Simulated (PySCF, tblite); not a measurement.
**C₄H₄F₃O₂ radical: geometry, infrared bands and EPR parameters**

What infrared bands and EPR parameters should C₄H₄F₃O₂ radical (`O[CH]O/C=C/C(F)(F)F`) show?

The runs use tblite 0.8.0 and PySCF 2.14.0, with density-fitted response routines of our own; the level of theory stands in each step. All values are computed, except where a source is named. Atoms are numbered from 0 throughout.

## (1) The molecule as given

13 atoms, charge 0, multiplicity 2; geometry from: force field or distance geometry start.

Bonds of the start (Å): O0–C1 1.43, C1–O2 1.39, O2–C3 1.39, C3–C4 1.35, C4–C5 1.50, C5–F6 1.40, C5–F7 1.37, C5–F8 1.38, O0–H9 1.00, C1–H10 1.13, C3–H11 1.09, C4–H12 1.09.

## (2) Relaxing the molecule with GFN2-xTB

What the job is given:

```
{"job": {"kind": "relax", "xc": "GFN2-xTB", "basis": "xTB"}, "charge": 0, "multiplicity": 2}
O      3.487700     0.295600    -0.073900
C      2.116500     0.677800     0.056200
O      1.381800    -0.457200    -0.260200
C      0.029400    -0.491900    -0.578700
C     -0.928500    -0.367400     0.365300
C     -2.337400    -0.438400    -0.132300
F     -2.857000    -1.709500     0.115200
F     -2.366400    -0.276800    -1.493000
F     -3.156800     0.447200     0.532800
H      3.588400    -0.528000     0.483900
H      2.006900     0.854700     1.166800
H     -0.281000    -0.654500    -1.612400
H     -0.688100    -0.212400     1.412600
```

Command:

```console
OMP_NUM_THREADS=1 python probes_run.py task.json out
```

The driver reads the jobs from task.json and runs them one after another.

Standard output:

```text
step      E/eV     max force
  0    -892.33964    3.681
  1    -892.75898    2.141
  2    -892.99244    1.657
  3    -893.11481    0.989
  4    -893.23231    0.813
  5    -893.29439    0.734
  6    -893.37336    0.755
  7    -893.42533    0.736
  8    -893.49012    0.765
  9    -893.54002    0.675
 10    -893.58217    0.533
 11    -893.60985    0.529
 12    -893.63941    0.597
 13    -893.66117    0.977
 14    -893.69273    0.993
 15    -893.71815    0.451
 16    -893.73830    0.373
 17    -893.77474    0.771
 18    -893.81206    0.664
 19    -893.86025    0.408
 20    -893.88121    0.405
 21    -893.86797    1.551
 22    -893.89806    0.333
 23    -893.90374    0.197
 24    -893.91211    0.163
 25    -893.91450    0.167
 26    -893.91862    0.131
 27    -893.92076    0.112
 28    -893.92182    0.106
 29    -893.92251    0.096
 30    -893.92348    0.081
 31    -893.92484    0.109
 32    -893.92633    0.131
 33    -893.92736    0.069
 34    -893.92797    0.073
 35    -893.92851    0.074
 36    -893.92938    0.072
 37    -893.93051    0.095
 38    -893.93169    0.082
 39    -893.93274    0.073
 40    -893.93362    0.058
 41    -893.93431    0.052
 42    -893.93483    0.065
 43    -893.93525    0.062
 44    -893.93571    0.049
 45    -893.93628    0.061
 46    -893.93697    0.067
 47    -893.93773    0.066
 48    -893.93856    0.073
 49    -893.93940    0.085
 50    -893.94010    0.087
 51    -893.94065    0.061
 52    -893.94108    0.042
 53    -893.94143    0.038
 54    -893.94193    0.067
 55    -893.94242    0.047
 56    -893.94287    0.064
 57    -893.94319    0.050
 58    -893.94369    0.085
 59    -893.94424    0.060
 60    -893.94477    0.067
 61    -893.94513    0.060
 62    -893.94542    0.054
 63    -893.94575    0.049
 64    -893.94611    0.044
 65    -893.94635    0.035
 66    -893.94648    0.032
 67    -893.94660    0.030
 68    -893.94671    0.021
 69    -893.94680    0.017
 70    -893.94683    0.011
 71    -893.94686    0.010
 72    -893.94688    0.014
 73    -893.94693    0.018
 74    -893.94698    0.024
 75    -893.94703    0.027
 76    -893.94709    0.024
 77    -893.94714    0.020
 78    -893.94718    0.019
 79    -893.94721    0.012
 80    -893.94722    0.011
 81    -893.94724    0.014
 82    -893.94728    0.021
 83    -893.94735    0.029
 84    -893.94742    0.022
 85    -893.94747    0.020
 86    -893.94751    0.017
 87    -893.94755    0.021
 88    -893.94761    0.032
 89    -893.94770    0.026
 90    -893.94781    0.032
 91    -893.94790    0.034
 92    -893.94797    0.032
 93    -893.94802    0.016
 94    -893.94806    0.014
 95    -893.94808    0.013
 96    -893.94809    0.016
 97    -893.94811    0.014
 98    -893.94812    0.013
 99    -893.94814    0.014
100    -893.94816    0.015
101    -893.94821    0.019
102    -893.94831    0.023
103    -893.94852    0.023
104    -893.94880    0.040
105    -893.94896    0.053
106    -893.94883    0.075
107    -893.94914    0.070
108    -893.94919    0.036
109    -893.94932    0.037
110    -893.94949    0.036
111    -893.94960    0.033
112    -893.94972    0.031
113    -893.94979    0.045
114    -893.95000    0.060
115    -893.95041    0.103
116    -893.95082    0.111
117    -893.95130    0.048
118    -893.95149    0.055
119    -893.95155    0.035
120    -893.95161    0.016
121    -893.95164    0.016
122    -893.95166    0.014
123    -893.95166    0.010
124    -893.95167    0.008
```

Wall time 1.1 s (1 thread of Intel Xeon Platinum 8259CL at 2.50GHz, shared host).

Relaxation path: (not every step is listed)

```
step  energy from step 0 (eV)  largest force (eV/Å)
   0                   0.0000                3.6809
   1                  -0.4193                2.1405
   2                  -0.6528                1.6569
   3                  -0.7752                0.9886
   4                  -0.8927                0.8127
   5                  -0.9547                0.7343
   6                  -1.0337                0.7548
   7                  -1.0857                0.7355
   8                  -1.1505                0.7654
  19                  -1.5206                0.4080
  30                  -1.5838                0.0810
  41                  -1.5947                0.0523
  52                  -1.6014                0.0420
  63                  -1.6061                0.0493
  74                  -1.6073                0.0245
  85                  -1.6078                0.0197
  96                  -1.6084                0.0156
 107                  -1.6095                0.0700
 118                  -1.6119                0.0552
 119                  -1.6119                0.0347
 120                  -1.6120                0.0156
 121                  -1.6120                0.0161
 122                  -1.6120                0.0136
 123                  -1.6120                0.0105
 124                  -1.6120                0.0079
```

Distances of close pairs at the start and the end, largest changes first:

```
  bond  before (Å)  after (Å)  change (Å)
 O0–C1       1.429      1.348      -0.082
C1–H10       1.130      1.072      -0.058
 O2–C3       1.390      1.332      -0.058
 C1–O2       1.389      1.339      -0.049
 C5–F6       1.395      1.352      -0.043
 O0–H9       1.000      0.967      -0.033
 C5–F7       1.371      1.342      -0.029
 C5–F8       1.378      1.349      -0.028
```

The next job starts from the end point, and lists it.

## (3) Harmonic vibrations with GFN2-xTB

What the job is given:

```
{"job": {"kind": "ir", "xc": "GFN2-xTB", "basis": "xTB"}, "charge": 0, "multiplicity": 2}
O      3.375483     0.229599     0.520680
C      2.042455     0.040489     0.577057
O      1.437479    -0.294893    -0.569882
C      0.119437    -0.427858    -0.711572
C     -0.836289    -0.230439     0.221490
C     -2.269820    -0.424177    -0.093373
F     -2.818000    -1.452537     0.592911
F     -2.509019    -0.674643    -1.389515
F     -3.016411     0.652386     0.229878
H      3.704258    -0.068850    -0.338642
H      1.538420     0.465429     1.422392
H     -0.130559    -0.728769    -1.719038
H     -0.641822     0.053500     1.239886
```

Standard output:

```text
mode    cm-1     km/mol
  1      22.3      0.71
  2      75.2      0.52
  3     103.9      2.60
  4     119.4      1.68
  5     210.4      3.31
  6     238.1     31.41
  7     314.3     19.13
  8     336.2     12.46
  9     379.8      4.88
 10     387.8     11.52
 11     450.3    203.77
 12     502.3      3.82
 13     504.4     10.34
 14     558.3     32.90
 15     650.2     21.12
 16     668.7     10.36
 17     864.7     36.93
 18     884.2     40.21
 19     973.9    536.93
 20     997.4    348.95
 21    1032.9    200.22
 22    1139.6      1.84
 23    1178.9      9.25
 24    1191.5    193.85
 25    1226.6    177.86
 26    1267.1    141.93
 27    1302.9     10.06
 28    1368.1    212.06
 29    1642.0    389.36
 30    3086.9      3.39
 31    3144.2     21.36
 32    3155.7     11.43
 33    3490.7     61.06
```

Wall time 0.58 s (1 thread of Intel Xeon Platinum 8259CL at 2.50GHz, shared host).

Which atoms move in the most intense modes:

```
cm⁻¹  km/mol                               atoms
 450   203.8                   H9 56 %, H10 28 %
 974   536.9           C1 22 %, H9 19 %, O2 18 %
 997   348.9                    C5 73 %, F6 13 %
1033   200.2                    C5 59 %, F8 11 %
1192   193.8                   C5 37 %, H12 30 %
1227   177.9  H9 25 %, C1 20 %, C5 16 %, O0 11 %
1368   212.1           C1 53 %, O0 17 %, O2 11 %
1642   389.4                    C3 50 %, C4 39 %
```

## (4) g tensor and hyperfine couplings: B3LYP/pcH-1

Same as in step 3 but for these lines:

```diff
@@ -1,2 +1,2 @@
-{"job": {"kind": "ir", "xc": "GFN2-xTB", "basis": "xTB"}, "charge": 0, "multiplicity": 2}
+{"job": {"kind": "epr", "basis": "pcH-1"}, "charge": 0, "multiplicity": 2}
 O      3.375483     0.229599     0.520680
```

Method: UKS B3LYP, pcH-1 on C F H O, non-relativistic, mean-field spin-orbit, GIAO.

Standard output:

```text
UKS, coarse grid
  cycle   1  E = -604.53609472  |g| = 8.18e-01
  cycle   2  E = -604.26383314  |g| = 1.27e+00
  cycle   3  E = -604.74979857  |g| = 9.13e-02
  cycle   4  E = -604.75223302  |g| = 5.60e-02
  cycle   5  E = -604.75364514  |g| = 1.54e-02
  cycle   6  E = -604.75374390  |g| = 7.77e-03
  cycle   7  E = -604.75377154  |g| = 2.78e-03
  cycle   8  E = -604.75377490  |g| = 1.07e-03
  cycle   9  E = -604.75377591  |g| = 3.73e-04
UKS, final grid
  cycle   1  E = -604.75375777  |g| = 4.72e-04
  cycle   2  E = -604.75375768  |g| = 7.12e-04
  cycle   3  E = -604.75375788  |g| = 7.08e-05
  cycle   4  E = -604.75375789  |g| = 4.09e-05
  cycle   5  E = -604.75375789  |g| = 2.97e-05
E = -604.75375789 Eh   <S^2> = 0.7547 (exact 0.7500)
g shifts (ppm)      1          2          3
  rmc          -211       -211       -211
  gc              3         48         44
  oz_so         -84       1053       1302
  total        -293        889       1135
hyperfine (MHz)  atom isotope    a_iso     a_fc   dipolar eigenvalues
    0   17O     -21.56     -21.56    -63.13     29.76     33.37
    1   13C     131.46     131.46    -75.88    -74.31    150.19
    2   17O      -6.76      -6.76    -19.42      8.56     10.86
    3   13C      -0.08      -0.08     -3.19     -1.00      4.19
    4   13C       6.78       6.78     -8.82     -7.03     15.85
    5   13C      -4.38      -4.38     -0.63      0.19      0.44
    6   19F      23.01      23.01     -9.10     -8.69     17.79
    7   19F      -0.65      -0.65     -1.33      0.05      1.29
    8   19F      18.17      18.17     -7.38     -7.02     14.40
    9    1H     -11.74     -11.74    -12.79     -8.41     21.20
   10    1H     -47.40     -47.40    -33.95     -0.92     34.87
   11    1H      -4.76      -4.76     -3.21     -2.26      5.47
   12    1H      -7.33      -7.33     -1.85      0.70      1.15
```

Run time: 83 s. Hardware: 1 thread of Intel Xeon Platinum 8259CL at 2.50GHz, shared host; peak memory 1 GiB.

Principal g values 2.00203, 2.00321, 2.00345; g(iso) = 2.00290, against 2.00232 for a free electron.

Hyperfine couplings; where a row names several nuclei, a(iso) is their mean (it holds for fast rotation or exchange) and the dipolar term the largest among them:

```
    nuclei  isotope  a(iso) (MHz)  a(iso) (G, at g = 2.0023)  largest dipolar term (MHz)
        C1      13C         131.5                       46.9                       150.2
       H10       1H         -47.4                      -16.9                        34.9
        O0      17O         -21.6                       -7.7                       -63.1
F6, F7, F8      19F          13.5                        4.8                        17.8
        H9       1H         -11.7                       -4.2                        21.2
       H12       1H          -7.3                       -2.6                        -1.8
        C4      13C           6.8                        2.4                        15.8
        O2      17O          -6.8                       -2.4                       -19.4
       H11       1H          -4.8                       -1.7                         5.5
        C5      13C          -4.4                       -1.6                        -0.6
        C3      13C          -0.1                        0.0                         4.2
```

Mulliken spin populations:

O0 0.11; C1 0.80; O2 0.00; C3 0.01; C4 0.11; C5 0.00; F6 0.00; F7 0.00; F8 0.00; H9 0.00; H10 -0.03; H11 0.00; H12 0.00

In first order the couplings over 0.8 MHz of 1H, 19F give 64 distinct lines over 39.9 G, if the averaged nuclei exchange fast.

Orbitals, density, ELF and potential are computed afterwards from the orbital file.

ELF in a plane through or near 11 of the atoms.

Ten even steps from '0' (0.00) to '9' (1.00):
```
0000000000000000000000000000
0000000000000000000000000000
0000000000000000000000000000
0000000000000000000000000000
0000000007830077300000000000
0000000019980299700000000000
0000243029990499800000000000
0002687339970499711100000000
0002797753530175564310000000
0001575774530353492320000000
0000489526767387563520000000
0001799407448124115763100000
0001788108974696017786200000
0000263007731899017875100000
0000000003300899104542000000
0000000000000799100100000000
0000000000000021000000000000
0000000000000000000000000000
0000000000000000000000000000
0000000000000000000000000000
```
The map spans 12.5 Å across and 8.7 Å up, centred on the molecule. Atoms in the plane (x, y in Å): O0 (-3.4, 0.3), C1 (-2.1, 0.4), O2 (-1.4, -0.7), C3 (0.0, -0.7), C4 (0.8, 0.3), C5 (2.3, 0.1), F7 (2.6, -1.2), H9 (-3.7, -0.6), H10 (-1.7, 1.4), H11 (0.3, -1.8), H12 (0.5, 1.3).

log10 of the density (e/Å³) in the same plane.

Ten even steps from ' ' (-4.0) to '@' (1.5):
```
                                                        
                                                        
                                                        
                ..::::..............                    
          ..::::--====------====--::::::....            
      ..::------==++++++====++++==----------::          
      --====++++++****++==++******==========--..        
    ..==++********####**++++####**++++**++++==::        
    ::==**##%%####%%##**++++############**++==--..      
    ::==**##@@%%##@@##**++**##@@####%%##**++==--..      
    ::==++######**##%%%%########**######**++==::        
    ..--++**##**++##%%%%##%%##**++**##%%##++==::        
    ..--==++++==++**##########**++++##%%##**==::        
      ..--------==++****++**##**++++**####++==::        
        ....::::--========++**++====++**++==--..        
                ..::------==++==----======--..          
                      ..::::--::::........              
                          ......                        
                                                        
                                                        
```
The map spans 12.5 Å across and 8.7 Å up, centred on the molecule. Atoms in the plane (x, y in Å): O0 (-3.4, 0.3), C1 (-2.1, 0.4), O2 (-1.4, -0.7), C3 (0.0, -0.7), C4 (0.8, 0.3), C5 (2.3, 0.1), F7 (2.6, -1.2), H9 (-3.7, -0.6), H10 (-1.7, 1.4), H11 (0.3, -1.8), H12 (0.5, 1.3).

On the surface of density 0.002 e/bohr³ the electrostatic potential runs, from the 1st to the 99th percentile, from -0.85 V near O0 to 2.72 V near H9.

The spin density lies nearest to C1 53 %; O0 15 %; H10 12 %; C4 6 %.

## (5) Results

| quantity | value |
| --- | --- |
| strongest single infrared mode (GFN2-xTB) | 974 cm⁻¹, 537 km/mol |
| zero-point energy (GFN2-xTB) | 47.8 kcal/mol |
| g(iso) (B3LYP) | 2.00290 |
| ⟨S²⟩ | 0.755 (exact 0.75) |
| largest a(iso) (averaged by class) | 13C on C1, 131.5 MHz |
| surface potential, 1st and 99th percentile | -0.85 V and 2.72 V |

**Reading.** The optimisation took 124 steps and gained 1.612 eV; among the close pairs (by a distance rule), O0–C1 changed most, from 1.429 to 1.348 Å. All 33 modes are real, so the xTB geometry is a minimum. The strongest single mode, at 974 cm⁻¹, has its largest shares on C1, H9 and O2 (the list is cut at 3 atoms). GFN2-xTB is a fitted tight-binding method: band positions and strengths are rough. Its intensities can rank the bands wrongly. Most of the unpaired spin sits on C1 (0.80 e). The isotropic g lies 0.6 ppt above the free-electron value.
